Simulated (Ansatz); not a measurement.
# SiO2: properties at the relaxed cell

The task here is to estimate one member of a computed series from the others.

Computed with Ansatz 0.2.0 (DFT LDA, scalar-relativistic, plane waves, PAW, unless a step's input says otherwise).

### The structure to begin with

The structure is cubic, space group Ia-3 (No. 206). The conventional cell has a = 8.386 Å, b = 8.386 Å, c = 8.386 Å, α = 90.00°, β = 90.00°, γ = 90.00°. Around Si (site symmetry 3) lie 4 O at 1.59 to 1.62 Å. O (site symmetry 2) is surrounded by 2 Si at 1.62 Å. O (site symmetry -3) is surrounded by 2 Si at 1.59 Å.

As a file:

```cif
data_structure
_symmetry_space_group_name_H-M 'Ia-3'
_symmetry_Int_Tables_number 206
_cell_length_a 8.3864
_cell_length_b 8.3864
_cell_length_c 8.3864
_cell_angle_alpha 90.000
_cell_angle_beta 90.000
_cell_angle_gamma 90.000
_cell_volume 589.82
loop_
_atom_site_label
_atom_site_type_symbol
_atom_site_symmetry_multiplicity
_atom_site_Wyckoff_symbol
_atom_site_fract_x
_atom_site_fract_y
_atom_site_fract_z
_atom_site_occupancy
Si1 Si 16 c 0.14067 0.64067 0.85933 1
O1 O 24 d 0.50000 0.25000 0.43312 1
O2 O 8 b 0.75000 0.25000 0.25000 1
```

It goes back to an entry of the Materials Project, which need not be the stable form.

This cell was relaxed beforehand with the same method: volume 12.29 Å³/atom, gap on the mesh 5.81 eV.

Set-up of the first run:

The input, input.yaml:

```yaml
crystal:
  lattice:
    - [-4.1508209764, 4.1508209764, 4.1508209764]
    - [4.1508209764, -4.1508209764, 4.1508209764]
    - [4.1508209764, 4.1508209764, -4.1508209764]
  atoms:
    - { symbol: Si, position: [0.5, 0.0, 0.7813350965] }
    - { symbol: Si, position: [0.2813350965, 0.2813350965, 0.2813350965] }
    - { symbol: Si, position: [0.5, 0.0, 0.2186649035] }
    - { symbol: Si, position: [0.7186649035, 0.7186649035, 0.7186649035] }
    - { symbol: Si, position: [0.7813350965, 0.5, 0.0] }
    - { symbol: Si, position: [0.0, 0.2186649035, 0.5] }
    - { symbol: Si, position: [0.2186649035, 0.5, 0.0] }
    - { symbol: Si, position: [0.0, 0.7813350965, 0.5] }
    - { symbol: O, position: [0.6831160095, 0.9331160095, 0.75] }
    - { symbol: O, position: [0.75, 0.6831160095, 0.9331160095] }
    - { symbol: O, position: [0.8168839905, 0.5668839905, 0.25] }
    - { symbol: O, position: [0.75, 0.1831160095, 0.4331160095] }
    - { symbol: O, position: [0.0668839905, 0.25, 0.3168839905] }
    - { symbol: O, position: [0.5, 0.0, 0.0] }
    - { symbol: O, position: [0.25, 0.8168839905, 0.5668839905] }
    - { symbol: O, position: [0.4331160095, 0.75, 0.1831160095] }
    - { symbol: O, position: [0.3168839905, 0.0668839905, 0.25] }
    - { symbol: O, position: [0.1831160095, 0.4331160095, 0.75] }
    - { symbol: O, position: [0.9331160095, 0.75, 0.6831160095] }
    - { symbol: O, position: [0.5, 0.5, 0.5] }
    - { symbol: O, position: [0.25, 0.3168839905, 0.0668839905] }
    - { symbol: O, position: [0.0, 0.5, 0.0] }
    - { symbol: O, position: [0.0, 0.0, 0.5] }
    - { symbol: O, position: [0.5668839905, 0.25, 0.8168839905] }
basis:
  ecutwfc: 420
kpoints:
  mp_grid: { grid: [4, 4, 4] }
hamiltonian:
  xc: lda
scf:
  occupations: { method: gaussian, width: 0.02 }
output:
  forces: true
  stress: true
  eigenvalues: true
relax:
  adjacent_minimum: "off"
  f_tol: 0.01
  max_steps: 30
```

The run is started by

```
> ansatz run input.yaml --threads 4 --pin off --max-ram 10240MiB --backend cpu --events-out ev --progress --plain --runs-dir out
```

Among the steps run: Volume × 0.97; Point at V/V0 = 1.03; Point at V/V0 = 0.94; Point at V/V0 = 1.06; The cell scaled to 0.91 of its volume; Point at V/V0 = 1.10; Volume × 0.88.

One table of the session follows, with a row left open; its other results are not shown here.

It belongs to the step «Energy against volume». 

```
volume (Å³/atom)  energy above the lowest point (meV/atom)  pressure (GPa)  gap on the mesh (eV)
          10.813                                      28.1            6.70                  6.22
          11.182                                      15.1            4.65                  6.13
          11.551                                       6.4            2.90                  6.04
          11.919                                       1.5            1.36                  5.95
          12.288                                       0.0           -0.02                  5.81
          12.657                                         ?               ?                     ?
          13.025                                       6.1           -2.63                  5.52
          13.517                                      16.9           -4.38                  5.32
```

Estimate the missing values for volume (Å³/atom) = 12.657.

Worked estimate for «energy above the lowest point (meV/atom)». A straight line through the neighbours (12.288, 0.0) and (13.025, 6.1) gives 0.0 + (6.1 − 0.0) × (12.657 − 12.288) / (13.025 − 12.288) = 3.1; a parabola fitted to 4 rows on both sides gives 1.5.

**Answer.** energy above the lowest point (meV/atom): 1.6; pressure (GPa): -1.36; gap on the mesh (eV): 5.66. In «energy above the lowest point (meV/atom)» the line misses by +1.5 and the parabola by -0.1.

Caveats from the session: Warnings in the runs' records: stress scf threshold loose.
